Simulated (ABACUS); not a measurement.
# HPbNO4 in ABACUS: the effect of functional

HPbNO4:

```
H Pb N O
1.0
     4.18803   -0.00039    0.00623
    -2.04145    5.10144   -0.04807
    -2.08042   -1.82765    4.81458
H Pb N O
1 1 1 4
Direct
  0.99073 0.03330 0.90994
  0.50274 0.81989 0.14287
  0.00838 0.47408 0.50265
  0.99816 0.92741 0.02877
  0.19467 0.73435 0.60852
  0.81673 0.35882 0.24556
  0.01381 0.33121 0.65217
```

The cell was built by a generator and needn't be a form met in nature.

The cell isn't the ideal one: volume scaled by 0.94.

Alike in all runs:

- Program: ABACUS 3.10.1
- Task: equation of state
- Potentials or basis: SG15 ONCV 1.2 PBE
- Cutoff: 1361 eV
- Density cutoff: 5442 eV
- Basis: DZP LCAO (the cutoffs set its grid)
- k mesh: 6 × 4 × 4
- Occupations: fermi-dirac, width 0.05 eV
- Spin: no spin polarisation

Q: One run gave: gap on the mesh 3.36 eV; pressure 7.2 GPa; largest force 2.98 eV/Å. Which functional did it use?
A. WC
B. BLYP
C. r2SCAN
D. LDA
E. PBEsol

A: C.

```csv
functional,gap on the mesh (eV),pressure (GPa),largest force (eV/Å)
LDA,2.89,6.5,3.36
PBEsol,2.91,8.3,3.27
WC,2.91,8.4,3.29
BLYP,2.88,13.0,4.02
r2SCAN,3.36,7.2,2.98
```

Caveats: the atomic orbitals were generated for these runs and aren't a published set; the potentials were made for another functional, which shifts forces and pressure; spin-orbit coupling is left out, which as a rule narrows the gap of such compounds by several tenths of an eV; the basis of atomic orbitals isn't converged, which shifts pressures, moduli and gaps.

A k mesh can miss the band edges.

Runs at the PBE level aren't shown here.
